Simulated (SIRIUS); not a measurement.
HPbNO4 in SIRIUS: the effect of functional

Crystal: HPbNO4.

```
H Pb N O
1.0
     4.19923    0.11117    0.16817
     1.91600    3.89132    0.12568
     1.76085    1.25259    6.37266
H Pb N O
1 1 1 4
Direct
  0.89145 0.68202 0.62796
  0.14426 0.92872 0.88352
  0.25670 0.28861 0.30171
  0.83108 0.65056 0.78405
  0.38694 0.22380 0.11295
  0.31104 0.03576 0.45856
  0.07726 0.60633 0.32275
```

The cell was built by a generator and needn't be a form met in nature.

Alike in all runs:

```yaml
Program: SIRIUS 7.12.0
Task: single point
Potentials_or_basis: PseudoDojo 0.4.1 PBE standard (scalar relativistic)
Cutoff: 1152 eV
Density_cutoff: 4606 eV
k_mesh: 3 × 3 × 2
Occupations: fermi-dirac, width 0.05 eV
Spin: no spin polarisation
```

| functional | gap on the mesh (eV) | pressure (GPa) | largest force (eV/Å) |
| --- | --- | --- | --- |
| LDA | 2.83 | -4.7 | 0.43 |
| PBEsol | 2.84 | -2.7 | 0.22 |
| RPBE | 2.85 | 2.0 | 0.39 |
| revPBE | 2.85 | 1.5 | 0.34 |
| BLYP | 2.82 | 3.1 | 0.82 |
| PW91 | 2.84 | -0.1 | 0.17 |
| AM05 | 2.86 | -2.0 | 0.37 |
| HLE16 | ? | ? | ? |
| BPBE | 2.85 | 0.2 | 0.21 |
| mPWLYP | 2.82 | 2.9 | 0.85 |

**Question.** What does the run with functional HLE16 give?

**Answer.** gap on the mesh 2.76 eV; pressure -17.1 GPa; largest force 7.18 eV/Å.

Caveats: all runs use coarse meshes; the potentials were made for another functional, which shifts forces and pressure; spin-orbit coupling is left out, which as a rule narrows the gap of such compounds by several tenths of an eV; an odd mesh through Γ misses points on the zone boundary, where band edges often lie; the potentials were made for a functional far from this one (some runs).

Runs at the PBE level aren't shown here.
